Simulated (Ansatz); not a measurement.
# AlCl₃H₃N: up Jacob's ladder to CCSD(T)

How much do the methods differ for AlCl₃H₃N? The plan is to run it at one geometry with functionals of several rungs and with coupled cluster, and see how far each lands from CCSD(T) at the basis-set limit for the atomisation energy.

Computed with Ansatz 0.2.0, Gaussian basis. Level: functionals in def2-TZVPP, the program's frozen cores in correlated methods.

Levels to be run: LDA (SPW92), PBE-D4, revPBE-D4, BLYP-D4, r2SCAN-D4, B97M-V, PBE0-D4, B3LYP-D4, r2SCANh-D4, r2SCAN0-D4, HSE06-D4, BHLYP-D4, CAM-B3LYP-D4, LC-ωPBE, ωB97X-V, ωB97M-V, B2PLYP, PBE-QIDH; CCSD(T)/def2-SVP; CCSD(T)/def2-TZVPP; MP2/def2-QZVPP; extrapolation to the limit; RPA on PBE.

## (1) The relaxed structure

The geometry comes from an earlier relaxation with PBE0-D4 in a triple-zeta def2 set; it is a stationary point, not always the lowest conformer.

8 atoms, charge 0, spin multiplicity 1.

Atoms are counted from 1 here; the program's logs count them from 0.

Bond lengths: N1–Al2 1.997 Å, N1–H6 1.016 Å, N1–H7 1.016 Å, N1–H8 1.016 Å, Al2–Cl3 2.111 Å, Al2–Cl4 2.111 Å, Al2–Cl5 2.111 Å. Angles: Al2–N1–H6 110.8°, Al2–N1–H7 110.8°, Al2–N1–H8 110.8°, H6–N1–H7 108.1°, H6–N1–H8 108.1°, H7–N1–H8 108.1°, N1–Al2–Cl3 101.0°, N1–Al2–Cl4 101.0°, N1–Al2–Cl5 101.0°, Cl3–Al2–Cl4 116.5°, Cl3–Al2–Cl5 116.4°, Cl4–Al2–Cl5 116.4°.

## (2) LDA

This LDA is Slater exchange with PW92 correlation.

Contents of in.yaml:

```yaml
crystal:
  periodic: [false, false, false]
  atoms:
    - {symbol: N, position_ang: [-0.688690, -0.243721, 0.686926]}
    - {symbol: Al, position_ang: [0.690230, 0.222040, -0.679825]}
    - {symbol: Cl, position_ang: [2.132368, -1.278279, -0.324299]}
    - {symbol: Cl, position_ang: [-0.431648, 0.046484, -2.459636]}
    - {symbol: Cl, position_ang: [1.204458, 2.180348, -0.081697]}
    - {symbol: H, position_ang: [-0.296790, -0.203372, 1.623846]}
    - {symbol: H, position_ang: [-1.472098, 0.402418, 0.644480]}
    - {symbol: H, position_ang: [-1.045729, -1.183018, 0.534405]}
basis:
  gaussian: {orbitals: def2-TZVPP}
hamiltonian: {xc: lda}
output: {orbitals: {seedname: orbitals}}
```

The runs that follow: PBE-D4 (GGA); revPBE-D4 (GGA); BLYP-D4 (GGA); r2SCAN-D4 (meta-GGA); B97M-V (meta-GGA); PBE0-D4 (hybrid); B3LYP-D4 (hybrid); r2SCANh-D4 (hybrid); r2SCAN0-D4 (hybrid); HSE06-D4 (hybrid); BHLYP-D4 (hybrid); CAM-B3LYP-D4 (range-separated); LC-ωPBE-D4 (range-separated); ωB97X-V (range-separated); ωB97M-V (range-separated); B2PLYP (double hybrid); PBE-QIDH (double hybrid); CCSD(T) in def2-SVP; CCSD(T) in def2-TZVPP; MP2 in def2-QZVPP; RPA on PBE orbitals.

Before running them: what should the planned runs give, taken together? Wanted: atomisation energy, CCSD(T)/CBS; farthest beyond LDA; mean size of error, GGA; mean size of error, meta-GGA; mean size of error, hybrid; mean size of error, range-separated; mean size of error, double hybrid; gap, smallest and largest; T1 diagnostic.

**Answer**, as computed:

| quantity | value |
| --- | --- |
| atomisation energy, CCSD(T)/CBS | 650.0 kcal/mol |
| functionals within 3.2 kcal/mol (0.5 %) | PBE-D4, r2SCAN-D4, ωB97X-V, ωB97M-V |
| farthest beyond LDA | BHLYP-D4 (-22.6 kcal/mol) |
| mean size of error, GGA | 10.2 kcal/mol |
| mean size of error, meta-GGA | 2.2 kcal/mol |
| mean size of error, hybrid | 10.0 kcal/mol |
| mean size of error, range-separated | 5.0 kcal/mol |
| mean size of error, double hybrid | 11.2 kcal/mol |
| gap, smallest and largest | 5.53 eV (BLYP-D4), 12.89 eV (LC-ωPBE) |
| T1 diagnostic | 0.0072 |
| triples share of the correlation energy | 3.8 % |

What this shows: The LDA atomisation energy is off by 74.6 kcal/mol (11 %): it overbinds. PBE-D4 is off by -0.1 kcal/mol. Double hybrids carry the basis error of their MP2 part in triple zeta, and no dispersion term here, so their miss is partly the set-up's. Taken by rung, meta-GGA functionals do best (2.2 kcal/mol on average) and double hybrid ones worst beyond LDA (11.2 kcal/mol). The reference freezes the cores and leaves out relativity and excitations past (T), so misses under about 3.2 kcal/mol can't be ranked. Hartree-Fock recovers 74 % of the binding; the rest is correlation. CCSD(T) in def2-SVP is off by -48.3 kcal/mol, so the small basis spoils what the method gains. The gap grows from 5.5 to 12.9 eV across the functionals, mostly with the share of exact exchange.
